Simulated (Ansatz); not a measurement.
# Hf2Pd2Se2Br2O3 in Ansatz: convergence with k mesh

Input of the first run (k mesh 2 × 2 × 1); the others differ in this setting and in those tied to it:

input.yaml

```yaml
crystal:
  lattice:
    - [5.60663, -0.09346, -0.01409]
    - [1.61393, 5.33512, 0.00251]
    - [1.36916, 1.91529, 8.31543]
  atoms:
    - { symbol: Hf, position: [0.23317, 0.65161, 0.02284] }
    - { symbol: Hf, position: [0.76683, 0.34839, 0.97716] }
    - { symbol: Pd, position: [0.0, 0.5, 0.5] }
    - { symbol: Pd, position: [0.0, 0.0, 0.5] }
    - { symbol: Se, position: [0.02419, 0.33917, 0.25331] }
    - { symbol: Se, position: [0.97581, 0.66083, 0.74669] }
    - { symbol: Br, position: [0.5, 0.5, 0.5] }
    - { symbol: Br, position: [0.5, 0.0, 0.5] }
    - { symbol: O, position: [0.44792, 0.35724, 0.92101] }
    - { symbol: O, position: [0.55208, 0.64276, 0.07899] }
    - { symbol: O, position: [0.0, 0.0, 0.0] }
hamiltonian:
  xc: pbe
  pseudopotentials: { kind: paw }
kpoints:
  mp_grid: { grid: [2, 2, 1] }
scf:
  occupations: { method: fermi_dirac, width: 0.05 }
output:
  forces: true
  stress: true
  eigenvalues: true
```

Potentials or basis: Ansatz PAW.

Command:

```bash
$ ansatz run input.yaml --threads 8 --pin off --max-ram 20480MiB --backend cpu --events-out ev --progress --plain --runs-dir out
```

The cell was built by a generator and needn't be a form met in nature.

Hardware: 8 threads of Arm Neoverse V2 (shared host).

| k mesh | energy less the tightest run, at zero smearing (meV/atom) | pressure (GPa) | largest force (eV/Å) | SCF cycles | CPU time (s) | peak memory (GiB) |
| --- | --- | --- | --- | --- | --- | --- |
| 2 × 2 × 1 | -82.05 | -0.90 | 0.171 | 11 | 6.3 | 0.73 |
| 2 × 2 × 2 | -88.97 | -0.90 | 0.066 | 10 | 9.4 | 1 |
| 3 × 3 × 2 | -1.07 | 0.08 | 0.089 | 9 | 13 | 1.2 |
| 4 × 4 × 3 | 17.45 | 0.19 | 0.047 | 11 | 34 | 1.4 |
| 5 × 5 × 3 | -0.21 | -0.08 | 0.036 | 9 | 46 | 1.5 |
| 6 × 6 × 4 | -3.15 | 0.01 | 0.006 | 9 | 91 | 1.9 |
| 7 × 7 × 5 | 2.25 | 0.11 | 0.030 | 10 | 150 | 2.4 |
| 8 × 9 × 6 | 0.00 | -0.01 | 0.016 | 8 | 250 | 3.4 |

Not settled before the last step: the energy (to 1 meV/atom), the pressure (to 0.1 GPa), the largest force (to 0.005 eV/Å). Meshes of other sizes hit other points, so gaps and Fermi surfaces needn't settle smoothly. The tightest run that finished is the yardstick and may itself not be fully converged.

The run has no spin-orbit coupling, so splittings on Hf are missing.
